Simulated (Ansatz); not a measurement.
Run this with Ansatz 0.2.0 through its Python package and show what comes out.

`ch5nssn_methods.py`:
```python
"""CH5NSSn at several levels of theory."""

from pathlib import Path

import ansatz as az
import numpy as np

BASIS = "def2-SVP"

GEOMETRY = """
N    -1.11870    1.43770   -0.38880
Sn    0.53710    0.44580    0.10640
C     0.15040   -1.51300    0.77060
S     0.50220   -1.79140   -0.95300
H    -1.29860    1.34560   -1.44590
H    -0.96040    2.51100   -0.25130
H     2.09850    1.12090   -0.41010
H    -0.82250   -1.68370    1.10290
H     1.00050   -1.91910    1.45230
"""

molecule = az.Crystal.molecule()
for line in GEOMETRY.strip().splitlines():
    symbol, *xyz = line.split()
    molecule = molecule.atom(symbol, [float(v) for v in xyz])

calc = molecule.calculation().basis(gaussian=BASIS)

print("functional    E (Ha)        dipole (D)   HOMO (eV)  LUMO (eV)")
for name in ["r2scan0", "r2scan", "hf", "pbe0", "lc_wpbe"]:
    r = calc.functional(name).forces().orbitals().run(threads=1, runs_dir="runs").report
    lines = Path(r["orbitals_path"]).read_text().splitlines()
    field_of = lambda key: [line.split("=")[1].strip() for line in lines if line.startswith(key)]
    orbitals = [(27.211386 * float(e), s, float(n)) for e, s, n in zip(field_of("Ene="), field_of("Spin="), field_of("Occup="))]
    homo = max(e for e, _, n in orbitals if n > 0.5)
    lumo = min(e for e, _, n in orbitals if n < 0.5)
    dipole = 4.803205 * np.linalg.norm(r["charge_distribution"]["dipole_moment_e_ang"])
    print(f"{name:10s} {r['free_energy_ev'] / 27.211386246:14.6f} {dipole:9.3f} {homo:11.3f} {lumo:10.3f}")
```

Output of `python ch5nssn_methods.py`:
```text
functional    E (Ha)        dipole (D)   HOMO (eV)  LUMO (eV)
r2scan0       -708.053047     3.458      -6.353     -1.710
r2scan        -708.101090     3.227      -5.242     -2.397
hf            -705.830985     4.149      -8.433      1.148
pbe0          -707.857182     3.355      -6.170     -1.738
lc_wpbe       -707.955227     3.902      -8.763      0.245
```

Reading the output:
- Total energies depend on the basis set; only differences at equal settings carry meaning.
- The geometry is a force-field or estimated start, not a minimum of this method, and the basis set is short of its limit. A lower total doesn't mark the better method: functionals have no common bound, and MP2 and coupled cluster aren't variational.
- def2 sets replace the cores of elements past krypton by effective core potentials.
- Levels such as HOMO and LUMO are orbital energies: with these approximate functionals they aren't the ionisation energy and electron affinity, and their gap isn't the fundamental gap.
- Wall time of the script: 24 s on 1 thread of Arm Neoverse V2, on a shared host, peak memory 0.29 GiB.

(Lines on the test bed's own set-up are left out of the output.)
